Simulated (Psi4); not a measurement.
**BCl2O (SMILES [O]B(Cl)Cl) at UBLYP/aug-cc-pVDZ**

What is the vertical electron affinity of BCl2O at UBLYP/aug-cc-pVDZ? 

Program for the calculation: Psi4 1.11.

## (1) Starting point

The species is BCl2O (4 atoms), meant as a doublet with charge 0. SMILES: `[O]B(Cl)Cl`. The shape is that of a PBE0-D4/def2-TZVP optimisation.

Bond lengths: O1–B2 1.328 Å, B2–Cl3 1.744 Å, B2–Cl4 1.744 Å. Angles: O1–B2–Cl3 117.7°, O1–B2–Cl4 117.7°, Cl3–B2–Cl4 124.6°.

## (2) A single-point energy at UBLYP/aug-cc-pVDZ

input.json

```json
{
 "schema_name": "qcschema_input",
 "schema_version": 1,
 "molecule": {
  "schema_name": "qcschema_molecule",
  "schema_version": 2,
  "symbols": ["O", "B", "Cl", "Cl"],
  "geometry": [0.30103337, -2.21683772, -1.47417535, 0.04062911, -0.14305227, -0.08636048, -2.8614233, 0.35489057, 1.39423993, 2.62464061, 1.89142688, 0.12793446],
  "molecular_charge": 0,
  "molecular_multiplicity": 2,
  "fix_symmetry": "c1"
 },
 "driver": "energy",
 "model": {
  "method": "blyp",
  "basis": "aug-cc-pVDZ"
 },
 "keywords": {
  "reference": "uks",
  "puream": true,
  "e_convergence": 1e-09,
  "d_convergence": 1e-08,
  "scf_type": "pk",
  "dft_radial_points": 99,
  "dft_spherical_points": 590,
  "maxiter": 200,
  "scf_properties": ["LOWDIN_CHARGES", "QUADRUPOLE", "DIPOLE"]
 }
}
```

Run with:

```console
psi4 --qcschema input.json -n 1 --memory 1600MB
```

stdout, shortened:

```text
[...]
                   'protocols': {'error_correction': {'default_policy': True, 'policies': None},
                                 'native_files': 'none',
[...]
  Running in c1 symmetry.
[...]
  Nuclear repulsion =  171.614520431146673
[...]
  Multiplicity = 2
[...]
  Nalpha       = 24
  Nbeta        = 23
[...]
    Number of basis functions: 100
[...]
   @UKS iter   1: -1019.96970911621065    3.11542e-01   1.02594e-02 DIIS/ADIIS
[...]
   @UKS iter  15: -1020.53599157406768   -2.03499e-11   5.84215e-09 DIIS
[...]
   @S^2 Observed:                7.532655992E-01
[...]
    Orbital Energies [Eh]
    ---------------------
    Alpha Occupied:
       1A   -100.789819     2A   -100.789816     3A    -18.876886
       4A     -9.220272     5A     -9.220263     6A     -7.050423
       7A     -7.050418     8A     -7.043960     9A     -7.043957
      10A     -7.043029    11A     -7.043027    12A     -6.659535
      13A     -0.952190    14A     -0.807520    15A     -0.788404
      16A     -0.475067    17A     -0.442436    18A     -0.409914
      19A     -0.383011    20A     -0.340691    21A     -0.327577
      22A     -0.317283    23A     -0.311080    24A     -0.300958
    Alpha Virtual:
      25A     -0.051295    26A     -0.025507    27A      0.008883
[...]
  @UKS Final Energy: -1020.53599157406768
   => Energetics <=
    Nuclear Repulsion Energy =            171.6145204311466728
    One-Electron Energy =               -1748.1409847625411658
    Two-Electron Energy =                 625.0885413281242791
    DFT Exchange-Correlation Energy =     -69.0980685707974800
    Empirical Dispersion Energy =           0.0000000000000000
    VV10 Nonlocal Energy =                  0.0000000000000000
    Total Energy =                      -1020.5359915740676797
[...]
 Multipole Moments:
 ------------------------------------------------------------------------------------
     Multipole            Electronic (a.u.)      Nuclear  (a.u.)        Total (a.u.)
 ------------------------------------------------------------------------------------
 L = 1.  Multiply by 2.5417464519 to convert [e a0] to [Debye]
 Dipole X            :         -0.0989256            0.0491758           -0.0497498
 Dipole Y            :          0.7876212           -0.3916392            0.3959820
 Dipole Z            :          0.5270888           -0.2620850            0.2650038
 Magnitude           :                                                    0.4790656
 L = 2.  Multiply by 1.3450342976 to convert [e a0^2] to [Debye ang]
 Quadrupole XX       :       -282.9126210          256.9909276          -25.9216934
 Quadrupole XY       :        -62.0117622           62.3555528            0.3437906
[...]
```

The result, in JSON:

```text
{
 "driver": "energy",
 "model": {
  "method": "blyp",
  "basis": "aug-cc-pVDZ"
 },
 "success": true,
 "return_result": -1020.5359915740677,
 "properties": {
  "calcinfo_nbasis": 100,
  "calcinfo_nmo": 100,
  "calcinfo_nalpha": 24,
  "calcinfo_nbeta": 23,
  "calcinfo_natom": 4,
  "nuclear_repulsion_energy": 171.61452043114667,
  "return_energy": -1020.5359915740677,
  "scf_one_electron_energy": -1748.1409847625412,
  "scf_two_electron_energy": 625.0885413281243,
  "scf_xc_energy": -69.09806857079748,
  "scf_dipole_moment": [-0.0497498148547213, 0.39598200770858205, 0.2650038155731046],
  "scf_total_energy": -1020.5359915740677,
  "scf_iterations": 15
 }
}
```

Wall time 21 s (1 thread of Intel Xeon 6975P-C (Granite Rapids), shared host); peak memory 0.79 GiB.

## (3) The singlet anion: energy and gradient at BLYP/aug-cc-pVDZ

calc.py

```python
import psi4

psi4.set_memory('1600 MB')
psi4.set_num_threads(1)
psi4.set_output_file('run.log', False)

m = psi4.geometry("""
-1 1
O      0.159300    -1.173100    -0.780100
B      0.021500    -0.075700    -0.045700
Cl    -1.514200     0.187800     0.737800
Cl     1.388900     1.000900     0.067700
symmetry c1
""")

options = {'basis': 'aug-cc-pVDZ', 'puream': True, 'e_convergence': 1e-09, 'd_convergence': 1e-08, 'scf_type': 'pk', 'dft_radial_points': 99, 'dft_spherical_points': 590}
psi4.set_options(options)

E, wfn = psi4.gradient("BLYP", return_wfn=True)
psi4.oeprop(wfn, "WIBERG_LOWDIN_INDICES", "DIPOLE", "MULLIKEN_CHARGES")
print('gradient / Eh bohr^-1')
print(E.np.round(6))
print(f'energy = {wfn.energy():.10f} Eh')
for k, v in sorted(psi4.core.scalar_variables().items()):
    print(f'{k:45s} {v:18.10f}')
```

Run with:

```console
python calc.py
```

run.log, shortened:

```text
[...]
  Running in c1 symmetry.
[...]
  Nuclear repulsion =  171.614520346409535
[...]
  Multiplicity = 1
[...]
  Nalpha       = 24
  Nbeta        = 24
[...]
    Number of basis functions: 100
[...]
   @RKS iter   1: -1020.11232032082432    1.68931e-01   1.05552e-02 DIIS/ADIIS
[...]
   @RKS iter  12: -1020.65857102407347   -2.61480e-12   5.03673e-09 DIIS
[...]
  @RKS Final Energy: -1020.65857102407347
   => Energetics <=
    Nuclear Repulsion Energy =            171.6145203464095346
    One-Electron Energy =               -1759.5810531282061220
    Two-Electron Energy =                 636.7040599297259860
    DFT Exchange-Correlation Energy =     -69.3960981720029082
    Empirical Dispersion Energy =           0.0000000000000000
    VV10 Nonlocal Energy =                  0.0000000000000000
    Total Energy =                      -1020.6585710240734670
[...]
  -Total Gradient:
     Atom            X                  Y                   Z
    ------   -----------------  -----------------  -----------------
       1        0.002894628248    -0.023090279343    -0.015448597802
       2       -0.011144242014     0.088734181534     0.059381783685
       3        0.042161430033    -0.022174001810    -0.030749595573
       4       -0.033911270799    -0.043474239573    -0.013186492164
[...]
 Multipole Moments:
 ------------------------------------------------------------------------------------
     Multipole            Electronic (a.u.)      Nuclear  (a.u.)        Total (a.u.)
 ------------------------------------------------------------------------------------
 L = 1.  Multiply by 2.5417464519 to convert [e a0] to [Debye]
 Dipole X            :         -0.1877705            0.0491758           -0.1385947
 Dipole Y            :          1.4953985           -0.3916392            1.1037593
 Dipole Z            :          1.0007537           -0.2620850            0.7386687
 Magnitude           :                                                    1.3353368
[...]
  Mulliken Charges: (a.u.)
   Center  Symbol    Alpha    Beta     Spin     Total
       1     O     4.25741  4.25741  0.00000 -0.51482
       2     B     2.48251  2.48251  0.00000  0.03498
       3    CL     8.63004  8.63004  0.00000 -0.26007
       4    CL     8.63004  8.63004  0.00000 -0.26008
   Total alpha = 24.00000, Total beta = 24.00000, Total charge = -1.00000
  Wiberg Bond Indices using Orthogonal Lowdin Orbitals:
[...]
```

Standard output:

```text
Memory set to   1.490 GiB by Python driver.
  Threads set to 1 by Python driver.
gradient / Eh bohr^-1
[[ 0.002895 -0.02309  -0.015449]
 [-0.011144  0.088734  0.059382]
 [ 0.042161 -0.022174 -0.03075 ]
 [-0.033911 -0.043474 -0.013186]]
energy = -1020.6585710241 Eh
CURRENT ENERGY                                  -1020.6585710241
CURRENT REFERENCE ENERGY                        -1020.6585710241
DD SOLVATION ENERGY                                 0.0000000000
DFT FUNCTIONAL TOTAL ENERGY                     -1020.6585710241
DFT TOTAL ENERGY                                -1020.6585710241
DFT VV10 ENERGY                                     0.0000000000
DFT XC ENERGY                                     -69.3960981720
GRID ELECTRONS ALPHA                               24.0000000975
GRID ELECTRONS BETA                                24.0000000975
GRID ELECTRONS TOTAL                               48.0000001951
NUCLEAR REPULSION ENERGY                          171.6145203464
ONE-ELECTRON ENERGY                             -1759.5810531282
PCM POLARIZATION ENERGY                             0.0000000000
PE ENERGY                                           0.0000000000
SCF ITERATION ENERGY                            -1020.6585710241
SCF ITERATIONS                                     12.0000000000
SCF TOTAL ENERGY                                -1020.6585710241
TWO-ELECTRON ENERGY                               636.7040599297
XC GRID RADIAL POINTS                              99.0000000000
XC GRID SPHERICAL POINTS                          590.0000000000
XC GRID TOTAL POINTS                           227608.0000000000
```

Run time: 30 s. Hardware: 1 thread of Intel Xeon 6975P-C (Granite Rapids), shared host; peak memory 0.79 GiB.

## (4) Summary of results

At UBLYP/aug-cc-pVDZ:

| quantity | value |
| --- | --- |
| doublet BCl2O: total energy | -1020.53599 Eh |
| doublet BCl2O: dipole moment | 1.22 D |
| doublet BCl2O: HOMO energy (highest over α and β) | -8.13 eV |
| doublet BCl2O: LUMO energy (lowest over α and β) | -6.86 eV |
| doublet BCl2O: ⟨S²⟩ | 0.753 |
| singlet anion: total energy | -1020.65857 Eh |
| singlet anion: HOMO energy | 0.21 eV |
| singlet anion: LUMO energy | 3.18 eV |
| singlet anion: HOMO–LUMO gap (to an unbound level, set by the basis) | 2.98 eV |
| singlet anion: largest force on an atom | 5.520 eV/Å |
| vertical electron affinity (to the singlet anion) | 3.336 eV |

What this shows: At fixed nuclei the extra electron is bound by 3.34 eV (77 kcal/mol). Mulliken charges (singlet anion) run from -0.51 on O1 to +0.03 on B2; in a basis this large or diffuse they mean little. The HOMO (singlet anion) lies at positive energy, 0.21 eV, as semi-local functionals often give for anions; only total energies tell whether the electron is bound.
